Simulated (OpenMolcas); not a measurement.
# Re²⁺ among point charges: CASSCF and CASPT2 levels and susceptibility

Aim: the splitting of the states of Re²⁺ in the field of 5 point charges, its lowest levels with spin-orbit coupling and its magnetic susceptibility.

Program: OpenMolcas 26.06. Level of theory: state-averaged CASSCF and CASPT2, spin-orbit coupling by RASSI with atomic mean-field integrals. These are calculated values, not measurements, unless marked.

### 1 Starting point

```
Species                           : Re²⁺ (rhenium, Z = 75, 73 electrons)
Basis                             : ANO-RCC-VDZP [7s6p4d2f1g], 68 functions
Scalar Hamiltonian                : DKH2, point nucleus
Inactive shells                   : 1s 2s 2p 3s 3p 3d 4s 4p 4d 4f 5s 5p
Active space                      : 5 electrons in 5 orbitals (5d)
Some configurations of this space : 5d⁵
Orbitals                          : optimised for each spin and parity, averaged over all roots
```

The outer shells:

5d5
```
5d [↑ ][↑ ][↑ ][↑ ][↑ ]
```

The ion sits among 5 point charges of -2 e arranged as a trigonal bipyramid (D3h), 2.09 Å from the ion, with the axial distance 2.383 Å.

The work runs as a chain of OpenMolcas steps in one folder; each step below is one input file. Labels, J, g values, rates, χT and fits are worked out afterwards by a script from the matrices that RASSI stores.

### 2 One- and two-electron integrals

The input, a.inp:

```
&GATEWAY
Coord
1

Re 0.0 0.0 0.0
Basis=ANO-RCC-VDZP
Group=NoSym
NoMove
AngMom=0.0 0.0 0.0
AMFI
XField
5 Angstrom 0
2.090000 0.000000 0.000000 -2.000000
-1.045000 1.809993 0.000000 -2.000000
-1.045000 -1.809993 0.000000 -2.000000
0.000000 0.000000 2.382600 -2.000000
0.000000 0.000000 -2.382600 -2.000000
&SEWARD
```

The run is started by

```console
$ OMP_NUM_THREADS=1 MOLCAS_MEM=1689 MOLCAS_PROJECT=a pymolcas a.inp > a.log
```

### 3 Reference wave functions, sextets, 1 root

The input, a.inp:

```
&RASSCF
FileOrb=start.orb
Symmetry=1
Spin=6
nActEl=5 0 0
Inactive=34
Ras2=5
CIRoot=1 1 1
SDav=1
CIMx=300
Iter=120 100
PrWF=0.3
OrbListing=Nothing
MaxOrb=0
>>> COPY $Project.JobIph JOB001
```

start.orb holds the contracted functions of the basis, ordered by shell, or the orbitals of the step before.

### 4 CASSCF: quartets, 24 roots

The input, a.inp:

```
&RASSCF
FileOrb=start.orb
Symmetry=1
Spin=4
nActEl=5 0 0
Inactive=34
Ras2=5
CIRoot=24 24 1
SDav=24
CIMx=300
Iter=120 100
PrWF=0.3
OrbListing=Nothing
MaxOrb=0
>>> COPY $Project.JobIph JOB002
```

### 5 CASSCF: doublets, 75 roots

The input, a.inp:

```
&RASSCF
FileOrb=start.orb
Symmetry=1
Spin=2
nActEl=5 0 0
Inactive=34
Ras2=5
CIRoot=75 75 1
SDav=75
CIMx=300
Iter=120 100
PrWF=0.3
OrbListing=Nothing
MaxOrb=0
>>> COPY $Project.JobIph JOB003
```

### 6 State interaction with spin-orbit coupling

The input, a.inp:

```
&RASSI
NrOfJobIphs=3 1 24 75
1
1 2 3 4 5 6 7 8 9 10 11 12 13 14 15 16 17 18 19 20 21 22 23 24
1 2 3 4 5 6 7 8 9 10 11 12 13 14 15 16 17 18 19 20 21 22 23 24 25 26 27
28 29 30 31 32 33 34 35 36 37 38 39 40 41 42 43 44 45 46 47 48 49 50 51
52 53 54 55 56 57 58 59 60 61 62 63 64 65 66 67 68 69 70 71 72 73 74 75
IphNames
JOB001
JOB002
JOB003
EJob
SpinOrbit
DIPRint=1.0
SOCoupling=1000.0
Subsets=2
Property=9
'ANGMOM' 1 'ANGMOM' 2 'ANGMOM' 3 'MLTPL  1' 1 'MLTPL  1' 2 'MLTPL  1' 3
'AMFI' 1 'AMFI' 2 'AMFI' 3
SOProperty=3
'ANGMOM' 1 'ANGMOM' 2 'ANGMOM' 3
```

### 7 CASPT2: IPEA 0.25, imaginary shift 0.1 (closed shells correlated: 4f 5s 5p)

The input, a.inp:

```
>>> COPY JOB001 $Project.JobIph
&CASPT2
Multistate=1 1
Frozen=23
IPEA=0.25
Imaginary=0.1
MaxIter=60
WThr=0.0 0.3 0.05
PrWF=0.5
NoMix
>>> COPY JOB002 $Project.JobIph
&CASPT2
Multistate=24 1 2 3 4 5 6 7 8 9 10 11 12 13 14 15 16 17 18 19 20 21 22
23 24
NoMult
Frozen=23
IPEA=0.25
Imaginary=0.1
MaxIter=60
WThr=0.0 0.3 0.05
PrWF=0.5
NoMix
>>> COPY JOB003 $Project.JobIph
&CASPT2
Multistate=75 1 2 3 4 5 6 7 8 9 10 11 12 13 14 15 16 17 18 19 20 21 22
23 24 25 26 27 28 29 30 31 32 33 34 35 36 37 38 39 40 41 42 43 44 45 46
47 48 49 50 51 52 53 54 55 56 57 58 59 60 61 62 63 64 65 66 67 68 69 70
71 72 73 74 75
NoMult
Frozen=23
IPEA=0.25
Imaginary=0.1
MaxIter=60
WThr=0.0 0.3 0.05
PrWF=0.5
NoMix
```

(Steps that only read results are left out.)

Q: Predict the outcome of this session. Wanted: spin-free ground state; lowest level; next level.

The runs gave:

| quantity | value |
| --- | --- |
| method | SS-CASPT2, IPEA 0.25, imaginary shift 0.1 (closed shells correlated: 4f 5s 5p) |
| spin-free ground state | 6A1, 1-fold in its orbital part |
| lowest level | 2-fold, g = 0.00, 0.00, 9.70 |
| next level | 323.5 cm⁻¹ |
| χT at 300 K | 3.92 cm³ K/mol |
| effective moment at 300 K | 5.60 μB |

Cost by method:

```tsv
method	time of its own steps	time with the reference
A. CASSCF	34 s	34 s
B. SS-CASPT2, IPEA 0.25, imaginary shift 0.1, +4f 5s 5p	39 s	73 s
```

Times are of one thread on a shared host.

The spin-free ground state (6A1) comes to 100 % from free-ion S terms and keeps the highest spin of the shell. χT at 300 K is 3.92, against 4.39 cm³ K/mol for the spin alone, so spin-orbit coupling lowers it. An active space of the d shell alone favours high spin; real ions in strong fields can be low spin. CASPT2 does not keep the components of a term degenerate, and the means are used. The field of point charges can differ much from that of real complexes. With metal d orbitals alone active, the gaps between spin states are rough; where two lie within a few thousand cm-1, their order is open. Point charges carry no covalency, so the field is a model and not that of real ligands.
